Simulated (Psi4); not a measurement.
# BH2SClO (SMILES OB(S)Cl) at r2SCAN/def2-SVPD

What is the vertical electron affinity of BH2SClO at r2SCAN/def2-SVPD? The job is set up through a Python script.

Program for the calculation: Psi4 1.11.

2 further runs of the same task are left out: 2 set aside as unsound or not needed.

### 1 The molecule

The species is BH2SClO (6 atoms), meant as a singlet with charge 0. SMILES: `OB(S)Cl`. Geometry: relaxed at PBE0-D4/def2-TZVP. This is one conformer, not always the lowest.

Bond lengths: O1–B2 1.348 Å, B2–S3 1.800 Å, B2–Cl4 1.770 Å, O1–H5 0.962 Å, S3–H6 1.344 Å. Angles: O1–B2–S3 121.5°, O1–B2–Cl4 120.9°, S3–B2–Cl4 117.6°, B2–O1–H5 113.2°, B2–S3–H6 94.9°.

### 2 A single-point energy at r2SCAN/def2-SVPD

Input file bclh2os.py:

```python
import psi4

psi4.set_memory('1600 MB')
psi4.set_num_threads(1)
psi4.set_output_file('bclh2os.out', False)

m = psi4.geometry("""
0 1
O      0.301700     0.908000    -0.627200
B     -0.232300    -0.218400    -0.112900
S      0.333000    -0.896100     1.455800
Cl    -1.520700    -1.084000    -0.964300
H     -0.088300     1.162600    -1.468700
H      1.248600     0.063900     1.671200
symmetry c1
""")

psi4.set_options({
    'basis': 'def2-SVPD',
    'puream': True,
    'e_convergence': 1e-09,
    'd_convergence': 1e-08,
    'scf_type': 'pk',
    'dft_radial_points': 99,
    'dft_spherical_points': 590,
})

e_tot, wfn = psi4.energy("r2scan", molecule=m, return_wfn=True)
psi4.oeprop(wfn, "DIPOLE", "MULLIKEN_CHARGES", "LOWDIN_CHARGES", title="R2SCAN")
print('E =', round(e_tot, 9))
for k, v in sorted(psi4.core.scalar_variables().items()):
    print(f'{k:45s} {v:18.10f}')
```

Command:

```sh
python bclh2os.py
```

bclh2os.out:

```text
[...]
  Running in c1 symmetry.
[...]
  Nuclear repulsion =  185.660834831533833
[...]
  Multiplicity = 1
[...]
  Nalpha       = 24
  Nbeta        = 24
[...]
    Number of basis functions: 113
[...]
   @RKS iter   1:  -959.13307247697082    2.08374e-02   6.52003e-03 ADIIS/DIIS
[...]
   @RKS iter  12:  -959.36657441072828   -7.95808e-13   2.74933e-09 DIIS
[...]
    Orbital Energies [Eh]
    ---------------------
    Doubly Occupied:
       1A   -101.189659     2A    -88.544621     3A    -19.013819
       4A     -9.387001     5A     -7.874970     6A     -7.135416
       7A     -7.129683     8A     -7.128614     9A     -6.740296
      10A     -5.825521    11A     -5.821308    12A     -5.817831
      13A     -1.016526    14A     -0.809664    15A     -0.719217
      16A     -0.554824    17A     -0.467292    18A     -0.423732
      19A     -0.383666    20A     -0.364502    21A     -0.327462
      22A     -0.317123    23A     -0.305770    24A     -0.260326
[...]
  @RKS Final Energy:  -959.36657441072828
   => Energetics <=
    Nuclear Repulsion Energy =            185.6608348315338333
    One-Electron Energy =               -1692.1279627356188939
    Two-Electron Energy =                 614.3355753599473701
    DFT Exchange-Correlation Energy =     -67.2350218665905146
    Empirical Dispersion Energy =           0.0000000000000000
    VV10 Nonlocal Energy =                  0.0000000000000000
    Total Energy =                       -959.3665744107282762
[...]
 Multipole Moments:
 ------------------------------------------------------------------------------------
     Multipole            Electronic (a.u.)      Nuclear  (a.u.)        Total (a.u.)
 ------------------------------------------------------------------------------------
 L = 1.  Multiply by 2.5417464519 to convert [e a0] to [Debye]
 Dipole X            :         -2.5206670            2.7267076            0.2060405
 Dipole Y            :         -1.8111341            2.3516676            0.5405335
 Dipole Z            :         -1.5332387            1.2149838           -0.3182549
 Magnitude           :                                                    0.6602389
[...]
  Mulliken Charges: (a.u.)
   Center  Symbol    Alpha    Beta     Spin     Total
       1     O     4.19793  4.19793  0.00000 -0.39586
       2     B     1.96724  1.96724  0.00000  1.06551
       3     S     8.28297  8.28297  0.00000 -0.56594
       4    CL     8.77012  8.77012  0.00000 -0.54024
       5     H     0.42448  0.42448  0.00000  0.15104
       6     H     0.35726  0.35726  0.00000  0.28549
   Total alpha = 24.00000, Total beta = 24.00000, Total charge = -0.00000
  Lowdin Charges: (a.u.)
   Center  Symbol    Alpha    Beta     Spin     Total
[...]
```

On the terminal:

```text
E = -959.366574411
CURRENT ENERGY                                   -959.3665744107
CURRENT REFERENCE ENERGY                         -959.3665744107
DD SOLVATION ENERGY                                 0.0000000000
DFT FUNCTIONAL TOTAL ENERGY                      -959.3665744107
DFT TOTAL ENERGY                                 -959.3665744107
DFT VV10 ENERGY                                     0.0000000000
DFT XC ENERGY                                     -67.2350218666
GRID ELECTRONS ALPHA                               24.0000001057
GRID ELECTRONS BETA                                24.0000001057
GRID ELECTRONS TOTAL                               48.0000002114
NUCLEAR REPULSION ENERGY                          185.6608348315
ONE-ELECTRON ENERGY                             -1692.1279627356
PCM POLARIZATION ENERGY                             0.0000000000
PE ENERGY                                           0.0000000000
SCF ITERATION ENERGY                             -959.3665744107
SCF ITERATIONS                                     12.0000000000
SCF TOTAL ENERGY                                 -959.3665744107
TWO-ELECTRON ENERGY                               614.3355753599
XC GRID RADIAL POINTS                              99.0000000000
XC GRID SPHERICAL POINTS                          590.0000000000
XC GRID TOTAL POINTS                           336419.0000000000
```

Wall time 60 s (1 thread of AMD EPYC 7R43 (Zen 3), shared host); peak memory 0.64 GiB.

### 3 The doublet anion: energy and forces at U-r2SCAN/def2-SVPD

Input file bclh2os.xyz:

```xyz
6
BClH2OS
O      0.301700     0.908000    -0.627200
B     -0.232300    -0.218400    -0.112900
S      0.333000    -0.896100     1.455800
Cl    -1.520700    -1.084000    -0.964300
H     -0.088300     1.162600    -1.468700
H      1.248600     0.063900     1.671200
```

Input file bclh2os.py:

```python
import psi4

psi4.set_memory('1600 MB')
psi4.set_num_threads(1)
psi4.set_output_file('bclh2os.out', False)

with open('bclh2os.xyz') as f:
    atoms = ''.join(f.readlines()[2:])
geom = psi4.geometry('-1 2\n' + atoms + 'symmetry c1')

psi4.set_options({
    'reference': 'uks',
    'puream': True,
    'e_convergence': 1e-09,
    'd_convergence': 1e-08,
    'scf_type': 'pk',
    'dft_radial_points': 99,
    'dft_spherical_points': 590,
    'maxiter': 200,
})

e, wfn = psi4.gradient('r2scan/def2-SVPD', return_wfn=True)
psi4.oeprop(wfn, 'MAYER_INDICES', 'LOWDIN_CHARGES', 'QUADRUPOLE')
print('gradient / Eh bohr^-1')
print(e.np.round(6))
print(f'energy = {wfn.energy():.10f} Eh')
```

Command:

```sh
python bclh2os.py
```

bclh2os.out (excerpt; [...] marks lines left out):

```text
[...]
  Running in c1 symmetry.
[...]
  Nuclear repulsion =  185.660834831533833
[...]
  Multiplicity = 2
[...]
  Nalpha       = 25
  Nbeta        = 24
[...]
    Number of basis functions: 113
[...]
   @UKS iter   1:  -958.88917880444365    2.64731e-01   7.99162e-03 DIIS/ADIIS
[...]
   @UKS iter  17:  -959.33546569698046   -6.93490e-12   6.35991e-09 DIIS
[...]
   @S^2 Observed:                7.504402427E-01
[...]
  @UKS Final Energy:  -959.33546569698046
   => Energetics <=
    Nuclear Repulsion Energy =            185.6608348315338333
    One-Electron Energy =               -1699.1071827615196526
    Two-Electron Energy =                 621.4401791252371368
    DFT Exchange-Correlation Energy =     -67.3292968922317101
    Empirical Dispersion Energy =           0.0000000000000000
    VV10 Nonlocal Energy =                  0.0000000000000000
    Total Energy =                       -959.3354656969804637
[...]
  -Total Gradient:
     Atom            X                  Y                   Z
    ------   -----------------  -----------------  -----------------
       1       -0.006177420407     0.008908012820    -0.018832649543
       2       -0.005968537469    -0.013577335729     0.006861891632
       3        0.004143726900     0.011724893850    -0.007362986095
       4        0.007892007321     0.007344176254     0.002909063319
       5        0.006138065934    -0.007421765260     0.017101041287
       6       -0.006621012261    -0.007243375045    -0.001218728642
[...]
 Multipole Moments:
 ------------------------------------------------------------------------------------
     Multipole            Electronic (a.u.)      Nuclear  (a.u.)        Total (a.u.)
 ------------------------------------------------------------------------------------
 L = 1.  Multiply by 2.5417464519 to convert [e a0] to [Debye]
 Dipole X            :         -3.2558522            2.7267076           -0.5291446
 Dipole Y            :         -3.3984467            2.3516676           -1.0467791
 Dipole Z            :         -0.7838425            1.2149838            0.4311412
 Magnitude           :                                                    1.2496492
 L = 2.  Multiply by 1.3450342976 to convert [e a0^2] to [Debye ang]
 Quadrupole XX       :       -174.9411198          131.6347977          -43.3063221
 Quadrupole XY       :        -57.4989780           57.6270158            0.1280378
[...]
```

On the terminal:

```text
gradient / Eh bohr^-1
[[-0.006177  0.008908 -0.018833]
 [-0.005969 -0.013577  0.006862]
 [ 0.004144  0.011725 -0.007363]
 [ 0.007892  0.007344  0.002909]
 [ 0.006138 -0.007422  0.017101]
 [-0.006621 -0.007243 -0.001219]]
energy = -959.3354656970 Eh
```

It took 2.7 min on 1 thread of AMD EPYC 7R43 (Zen 3), shared host; peak memory 0.64 GiB.

### 4 Outcome

Level: r2SCAN/def2-SVPD.

```
                                         quantity          value
                    singlet BH2SClO: total energy  -959.36657 Eh
                   singlet BH2SClO: dipole moment         1.68 D
                     singlet BH2SClO: HOMO energy       -7.08 eV
                     singlet BH2SClO: LUMO energy       -0.82 eV
                   singlet BH2SClO: HOMO–LUMO gap        6.26 eV
                      doublet anion: total energy  -959.33547 Eh
doublet anion: HOMO energy (highest over α and β)        2.17 eV
 doublet anion: LUMO energy (lowest over α and β)        2.88 eV
                              doublet anion: ⟨S²⟩          0.750
          doublet anion: largest force on an atom     1.117 eV/Å
vertical electron affinity (to the doublet anion)      -0.847 eV
```

In words: The anion lies 0.85 eV (19.5 kcal/mol) above the neutral: the electron isn't bound at this level, and such a value depends on the basis. The HOMO (doublet anion) lies at positive energy, 2.17 eV, as semi-local functionals often give for anions; only total energies tell whether the electron is bound.
